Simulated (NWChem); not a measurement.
# GeH4 (germane): levels of theory compared

We compute a comparison of 4 runs (CAM-B3LYP/def2-TZVP, M06-2X/def2-TZVP, M06-L/def2-TZVP, PBE0/def2-TZVP) of GeH4 (germane). 

The results are computed with NWChem 7.3.0.

**1. The structure to begin with**

GeH4: 5 atoms, total charge 0, spin state singlet. As SMILES, `[GeH4]`. Geometry: relaxed at PBE0-D4/def2-TZVP.

Bond lengths: Ge1–H2 1.534 Å, Ge1–H3 1.534 Å, Ge1–H4 1.534 Å, Ge1–H5 1.534 Å. Angles: H2–Ge1–H3 109.5°, H2–Ge1–H4 109.5°, H2–Ge1–H5 109.5°, H3–Ge1–H4 109.5°, H3–Ge1–H5 109.5°, H4–Ge1–H5 109.5°.

**2. Energy and gradient at CAM-B3LYP/def2-TZVP (run 1)**

The input, run.py:

```python
from ase import Atoms
from ase.calculators.nwchem import NWChem

mol = Atoms(['Ge', 'H', 'H', 'H', 'H'], positions=[
    [0.000100, 0.000100, -0.000000],
    [1.148100, -0.756300, 0.680600],
    [-1.238800, -0.030000, 0.904200],
    [-0.329200, -0.669100, -1.340600],
    [0.419800, 1.455400, -0.244100],
])

calc = NWChem(
    label='geh4',
    theory='dft',
    memory='2200 mb',
    basis='def2-TZVP',
    basispar='spherical bse',
    dft={'xc': 'xcamb88 1.00 lyp 0.81 vwn_5 0.19 hfexch 1.00', 'cam': '0.33 cam_alpha 0.19 cam_beta 0.46', 'mult': '1', 'grid': 'xfine', 'convergence': 'energy 1e-08', 'direct': None, 'iterations': '100', 'mulliken': None},
)
mol.calc = calc

forces = mol.get_forces()
print(f"energy = {mol.get_potential_energy():.6f} eV")
print("forces (eV/A):")
for s, f in zip(mol.symbols, forces):
    print(f"{s:2s} {f[0]:10.5f} {f[1]:10.5f} {f[2]:10.5f}")
print("dipole (e A):", mol.get_dipole_moment().round(4))
```

On the command line:

```bash
$ export ASE_NWCHEM_COMMAND="nwchem PREFIX.nwi > PREFIX.nwo"
$ python run.py
```

Log:

```text
energy = -56586.239979 eV
forces (eV/A):
Ge   -0.00113    0.00036   -0.00062
H    -0.06202    0.04181   -0.03718
H     0.06777    0.00201   -0.04942
H     0.01846    0.03738    0.07369
H    -0.02309   -0.08156    0.01358
dipole (e A): [ 0.0001  0.0001 -0.    ]
```

The calculator wrote geh4.nwi:

```
title "geh4"

permanent_dir geh4

scratch_dir geh4

start geh4

geometry units angstrom nocenter noautosym noautoz
  Ge 1.0000000000000000e-04 1.0000000000000000e-04 -0.0000000000000000e+00
  H  1.1480999999999999e+00 -7.5629999999999997e-01 6.8059999999999998e-01
  H  -1.2387999999999999e+00 -2.9999999999999999e-02 9.0420000000000000e-01
  H  -3.2919999999999999e-01 -6.6910000000000003e-01 -1.3406000000000000e+00
  H  4.1980000000000001e-01 1.4554000000000000e+00 -2.4410000000000001e-01
end

memory 2200 mb

basis spherical bse noprint
   * library def2-TZVP
end

dft
  xc xcamb88 1.00 lyp 0.81 vwn_5 0.19 hfexch 1.00
  cam 0.33 cam_alpha 0.19 cam_beta 0.46
  mult 1
  grid xfine
  convergence energy 1e-08
  direct
  iterations 100
  mulliken
end

task dft gradient
```

geh4.nwo, cut to the lines that bear on the results:

```text
[...]
         Total DFT energy =    -2079.505980617599
[...]
  wavefunction    = closed shell
[...]
                         DFT ENERGY GRADIENTS
    atom               coordinates                        gradient
                 x          y          z           x          y          z
   1 Ge      0.000189   0.000189   0.000000    0.000022  -0.000007   0.000012
   2 H       2.169594  -1.429200   1.286148    0.001206  -0.000813   0.000723
   3 H      -2.340993  -0.056692   1.708690   -0.001318  -0.000039   0.000961
   4 H      -0.622098  -1.264416  -2.533367   -0.000359  -0.000727  -0.001433
   5 H       0.793307   2.750307  -0.461282    0.000449   0.001586  -0.000264
[...]
```

Run time: 55 s. Hardware: 1 thread of Intel Xeon Platinum 8259CL at 2.50GHz (Skylake/Cascade Lake), shared host; peak memory 0.14 GiB.

**3. Energy and forces at M06-2X/def2-TZVP (run 2)**

The input, run.py:

```python
from ase import Atoms
from ase.calculators.nwchem import NWChem

system = Atoms(['Ge', 'H', 'H', 'H', 'H'], positions=[
    [0.000100, 0.000100, -0.000000],
    [1.148100, -0.756300, 0.680600],
    [-1.238800, -0.030000, 0.904200],
    [-0.329200, -0.669100, -1.340600],
    [0.419800, 1.455400, -0.244100],
])

calc = NWChem(
    label='sp',
    theory='dft',
    memory='2200 mb',
    basis='def2-TZVP',
    basispar='spherical bse',
    dft={'xc': 'm06-2x', 'mult': '1', 'grid': 'xfine', 'convergence': 'energy 1e-08', 'iterations': '100', 'mulliken': None},
)
system.calc = calc

forces = system.get_forces()
print("Total energy (eV):", round(system.get_potential_energy(), 6))
print("forces (eV/A):")
for s, f in zip(system.symbols, forces):
    print(f"{s:2s} {f[0]:10.5f} {f[1]:10.5f} {f[2]:10.5f}")
print("dipole (e A):", system.get_dipole_moment().round(4))
```

On the command line:

```bash
$ export ASE_NWCHEM_COMMAND="nwchem PREFIX.nwi > PREFIX.nwo"
$ python run.py
```

Log:

```text
Total energy (eV): -56582.678384
forces (eV/A):
Ge   -0.00113    0.00057   -0.00077
H     0.10562   -0.06870    0.06217
H    -0.11313   -0.00242    0.08269
H    -0.02962   -0.06032   -0.12208
H     0.03821    0.13087   -0.02206
dipole (e A): [ 0.0001  0.0001 -0.    ]
```

The calculator wrote sp.nwi:

```
title "sp"

permanent_dir sp

scratch_dir sp

start sp

geometry units angstrom nocenter noautosym noautoz
  Ge 1.0000000000000000e-04 1.0000000000000000e-04 -0.0000000000000000e+00
  H  1.1480999999999999e+00 -7.5629999999999997e-01 6.8059999999999998e-01
  H  -1.2387999999999999e+00 -2.9999999999999999e-02 9.0420000000000000e-01
  H  -3.2919999999999999e-01 -6.6910000000000003e-01 -1.3406000000000000e+00
  H  4.1980000000000001e-01 1.4554000000000000e+00 -2.4410000000000001e-01
end

memory 2200 mb

basis spherical bse noprint
   * library def2-TZVP
end

dft
  xc m06-2x
  mult 1
  grid xfine
  convergence energy 1e-08
  iterations 100
  mulliken
end

task dft gradient
```

sp.nwo, cut to the lines that bear on the results:

```text
[...]
         Total DFT energy =    -2079.375094445515
[...]
  wavefunction    = closed shell
                         DFT ENERGY GRADIENTS
    atom               coordinates                        gradient
                 x          y          z           x          y          z
   1 Ge      0.000189   0.000189   0.000000    0.000022  -0.000011   0.000015
   2 H       2.169594  -1.429200   1.286148   -0.002054   0.001336  -0.001209
   3 H      -2.340993  -0.056692   1.708690    0.002200   0.000047  -0.001608
   4 H      -0.622098  -1.264416  -2.533367    0.000576   0.001173   0.002374
   5 H       0.793307   2.750307  -0.461282   -0.000743  -0.002545   0.000429
[...]
```

It took 45 s on 1 thread of Intel Xeon Platinum 8259CL at 2.50GHz (Skylake/Cascade Lake), shared host; peak memory 0.14 GiB.

Run 3 isn't shown in full; the table further down has it.

**4. Energy and forces at PBE0/def2-TZVP (run 4)**

The input, nw.xyz:

```xyz
5

Ge     0.000100     0.000100     0.000000
H      1.148100    -0.756300     0.680600
H     -1.238800    -0.030000     0.904200
H     -0.329200    -0.669100    -1.340600
H      0.419800     1.455400    -0.244100
```

The input, run.py:

```python
from ase.io import read
from ase.calculators.nwchem import NWChem

mol = read('nw.xyz')

calc = NWChem(
    label='nw',
    theory='dft',
    memory='2200 mb',
    basis='def2-TZVP',
    basispar='spherical bse',
    dft={'xc': 'pbe0', 'mult': '1', 'grid': 'xfine', 'convergence': 'energy 1e-08', 'iterations': '100', 'mulliken': None},
)
mol.calc = calc

forces = mol.get_forces()
print("Total energy (eV):", round(mol.get_potential_energy(), 6))
print("forces (eV/A):")
for s, f in zip(mol.symbols, forces):
    print(f"{s:2s} {f[0]:10.5f} {f[1]:10.5f} {f[2]:10.5f}")
print("dipole (e A):", mol.get_dipole_moment().round(4))
```

On the command line:

```bash
$ export ASE_NWCHEM_COMMAND="nwchem PREFIX.nwi > PREFIX.nwo"
$ python run.py
```

Log:

```text
Total energy (eV): -56575.693929
forces (eV/A):
Ge   -0.00103    0.00041   -0.00067
H     0.00463   -0.00216    0.00237
H    -0.00422    0.00026    0.00314
H    -0.00067   -0.00149   -0.00422
H     0.00129    0.00298   -0.00062
dipole (e A): [ 0.0001  0.0001 -0.    ]
```

The calculator wrote nw.nwi:

```
title "nw"

permanent_dir nw

scratch_dir nw

start nw

geometry units angstrom nocenter noautosym noautoz
  Ge 1.0000000000000000e-04 1.0000000000000000e-04 0.0000000000000000e+00
  H  1.1480999999999999e+00 -7.5629999999999997e-01 6.8059999999999998e-01
  H  -1.2387999999999999e+00 -2.9999999999999999e-02 9.0420000000000000e-01
  H  -3.2919999999999999e-01 -6.6910000000000003e-01 -1.3406000000000000e+00
  H  4.1980000000000001e-01 1.4554000000000000e+00 -2.4410000000000001e-01
end

memory 2200 mb

basis spherical bse noprint
   * library def2-TZVP
end

dft
  xc pbe0
  mult 1
  grid xfine
  convergence energy 1e-08
  iterations 100
  mulliken
end

task dft gradient
```

nw.nwo, cut to the lines that bear on the results:

```text
[...]
         Total DFT energy =    -2079.118420444515
[...]
  wavefunction    = closed shell
                         DFT ENERGY GRADIENTS
    atom               coordinates                        gradient
                 x          y          z           x          y          z
   1 Ge      0.000189   0.000189   0.000000    0.000020  -0.000008   0.000013
   2 H       2.169594  -1.429200   1.286148   -0.000090   0.000042  -0.000046
   3 H      -2.340993  -0.056692   1.708690    0.000082  -0.000005  -0.000061
   4 H      -0.622098  -1.264416  -2.533367    0.000013   0.000029   0.000082
   5 H       0.793307   2.750307  -0.461282   -0.000025  -0.000058   0.000012
[...]
```

Wall time 30 s (1 thread of Intel Xeon Platinum 8259CL at 2.50GHz (Skylake/Cascade Lake), shared host); peak memory 0.14 GiB.

**5. All runs side by side**

```
run                level   energy (Eh)  dipole moment (D)  HOMO energy (eV)  LUMO energy (eV)  wall time
  1  CAM-B3LYP/def2-TZVP  -2079.505981               0.00            -11.07              1.94       55 s
  2     M06-2X/def2-TZVP  -2079.375094               0.00            -10.83              2.14       45 s
  3      M06-L/def2-TZVP  -2079.336893               0.00                 –                 –       58 s
  4       PBE0/def2-TZVP  -2079.118420               0.00             -9.66              1.08       30 s
```

**6. What came out**

| quantity | value |
| --- | --- |
| run 4: total energy | -2079.11842 Eh |
| run 4: dipole moment | 0.00 D |
| run 4: HOMO energy | -9.66 eV |
| run 4: LUMO energy | 1.08 eV |
| run 4: HOMO–LUMO gap | 10.74 eV |
| run 4: largest force on an atom | 0.006 eV/Å |

In words: Over runs 1, 2, 4 the HOMO–LUMO gap runs from 10.74 eV (PBE0/def2-TZVP) to 13.01 eV (CAM-B3LYP/def2-TZVP). Totals of different functionals can't be ranked against each other. All runs together took 3.1 min, the longest 58 s.
